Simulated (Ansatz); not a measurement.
# Cd2S: the cost of one run

Method: DFT PBE, scalar-relativistic, plane waves, PAW, in Ansatz 0.2.0.

### Step 1. Starting point

Symmetry: P3m1, No. 156, trigonal system. Conventional cell: a = 3.963 Å, b = 3.963 Å, c = 5.809 Å, α = 90.00°, β = 90.00°, γ = 120.00°. Cd (site symmetry 3m) has 3 S at 2.60 Å as nearest neighbours. Cd (site symmetry 3m) has 1 S at 2.52 Å as nearest neighbours. S (site symmetry 3m) has 4 Cd at 2.52 to 2.60 Å as nearest neighbours.

As a file:

```cif
data_structure
_symmetry_space_group_name_H-M 'P 1'
_symmetry_Int_Tables_number 1
_cell_length_a 3.9627
_cell_length_b 3.9627
_cell_length_c 5.8092
_cell_angle_alpha 90.000
_cell_angle_beta 90.000
_cell_angle_gamma 120.000
_cell_volume 79.00
loop_
_atom_site_label
_atom_site_type_symbol
_atom_site_fract_x
_atom_site_fract_y
_atom_site_fract_z
_atom_site_occupancy
Cd1 Cd 0.66667 0.33333 0.57873 1
Cd2 Cd 0.33333 0.66667 0.93272 1
S1 S 0.33333 0.66667 0.36570 1
```

The structure comes from the Materials Project (structure only).

### Step 2. A distortion that keeps the symmetry

Against the listed cell: strain xx, yy, zz, yz, xz, xy = -2.7, -2.7, -1.2, +0.0, +0.0, +0.0 %; atoms moved by 0.10 Å root mean square, at most 0.13 Å.

input.yaml reads:

```yaml
crystal:
  lattice:
    - [3.8563119849, 0.0, 0.0]
    - [-1.9281559924, 3.3396641439, 0.0]
    - [0.0, 0.0, 5.7404111667]
  atoms:
    - { symbol: Cd, position: [0.66666667, 0.33333333, 0.5585871311] }
    - { symbol: Cd, position: [0.33333333, 0.66666667, 0.954624585] }
    - { symbol: S, position: [0.33333333, 0.66666667, 0.3639452838] }
basis:
  ecutwfc: 420
kpoints:
  mp_grid: { grid: [12, 12, 6] }
hamiltonian:
  xc: pbe
scf:
  occupations: { method: gaussian, width: 0.05 }
output:
  forces: true
  stress: true
  eigenvalues: true
```

Command:

```bash
$ ansatz run input.yaml --threads 1 --pin off --max-ram 1331MiB --backend cpu --events-out ev --progress --plain --runs-dir out
```

Q: Estimate wall time and peak memory on 1 thread of an x86-64 CPU, shared host.

About 29 s, with a peak of 0.48 GiB.
